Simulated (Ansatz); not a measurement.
# Hf2N: compression at zero temperature

An exercise on one series of results from a longer session: the logs are not shown, and one member is left open.

Computed with Ansatz 0.2.0 (DFT PBEsol, scalar-relativistic, plane waves, PAW, unless a step's input says otherwise).

1 further run of the same task is left out (set aside as unsound or not needed).

## The structure to begin with

The structure is tetragonal, space group P4_2/mnm (No. 136). The conventional cell has a = 5.296 Å, b = 5.296 Å, c = 3.227 Å, α = 90.00°, β = 90.00°, γ = 90.00°. Hf (site symmetry m2m) has 3 N at 2.21 to 2.22 Å in its first shell of neighbours. N (site symmetry mmm) has 6 Hf at 2.21 to 2.22 Å in its first shell of neighbours.

Coordinates:

```
CELL_PARAMETERS angstrom
5.29554 0.00000 0.00000
0.00000 5.29554 0.00000
0.00000 0.00000 3.22745
ATOMIC_POSITIONS crystal
Hf 0.29546 0.29546 0.00000
Hf 0.70454 0.70454 0.00000
Hf 0.79546 0.20454 0.50000
Hf 0.20454 0.79546 0.50000
N 0.00000 0.00000 0.00000
N 0.50000 0.50000 0.50000
```

It goes back to an entry of the Materials Project, which need not be the stable form.

It is the result of an earlier relaxation at this level (volume 15.08 Å³/atom; gap on the mesh: none (metal)).

The first run:

input.yaml reads:

```yaml
crystal:
  lattice:
    - [5.3292823204, 0.0, 0.0]
    - [0.0, 5.3292823204, 0.0]
    - [0.0, 0.0, 3.2480144226]
  atoms:
    - { symbol: Hf, position: [0.2954633019, 0.2954633019, 0.0] }
    - { symbol: Hf, position: [0.7045366981, 0.7045366981, 0.0] }
    - { symbol: Hf, position: [0.7954633019, 0.2045366981, 0.5] }
    - { symbol: Hf, position: [0.2045366981, 0.7954633019, 0.5] }
    - { symbol: "N", position: [0.0, 0.0, 0.0] }
    - { symbol: "N", position: [0.5, 0.5, 0.5] }
basis:
  ecutwfc: 420
kpoints:
  mp_grid: { grid: [8, 8, 12] }
hamiltonian:
  xc: pbesol
scf:
  occupations: { method: gaussian, width: 0.1 }
output:
  forces: true
  stress: true
  eigenvalues: true
relax:
  adjacent_minimum: "off"
  f_tol: 0.008
  max_steps: 50
  cell: { stress_tol: 0.08, p_target: -2.0 }
```

Launch:

```
$ ansatz run input.yaml --threads 1 --pin off --max-ram 2560MiB --backend cpu --events-out ev --progress --plain --runs-dir out
```

Steps of the session up to this table: Relaxing at -2 GPa; Relaxing at 2 GPa; Relaxing at 5 GPa; Target pressure 10 GPa; 20 GPa; Target pressure 40 GPa.

One of the session's tables, all rows but one given; the rest of the session is left out.

Lengths are those of the vectors of the cell that was run:

```
P (GPa)  V (Å³/atom)  a (Å)  b (Å)  c (Å)  ΔH (eV/atom)
     -2        15.23  5.314  5.314  3.237        -0.189
      0        15.08  5.296  5.296  3.227         0.000
      2        14.94  5.277  5.277  3.218         0.187
      5        14.74  5.253  5.253  3.205         0.465
     10        14.43  5.215  5.215  3.183         0.920
     20            ?      ?      ?      ?             ?
     40        13.05  5.040  5.040  3.082         3.482
```

**Question.** Estimate the row for P (GPa) = 20.

Worked estimate for «V (Å³/atom)». A straight line through the neighbours (10, 14.43) and (40, 13.05) gives 14.43 + (13.05 − 14.43) × (20 − 10) / (40 − 10) = 13.97; a parabola fitted to 3 rows on both sides gives 13.88.

**Answer.** V (Å³/atom): 13.89; a (Å): 5.148; b (Å): 5.148; c (Å): 3.145; ΔH (eV/atom): 1.803. In «V (Å³/atom)» the line misses by +0.08 and the parabola by -0.01.

ΔH is E + PV over the energy at zero pressure; a, b and c are the vectors of the computed cell. 

Limits of these values: Other structures may take over in this range; these runs cannot find them.
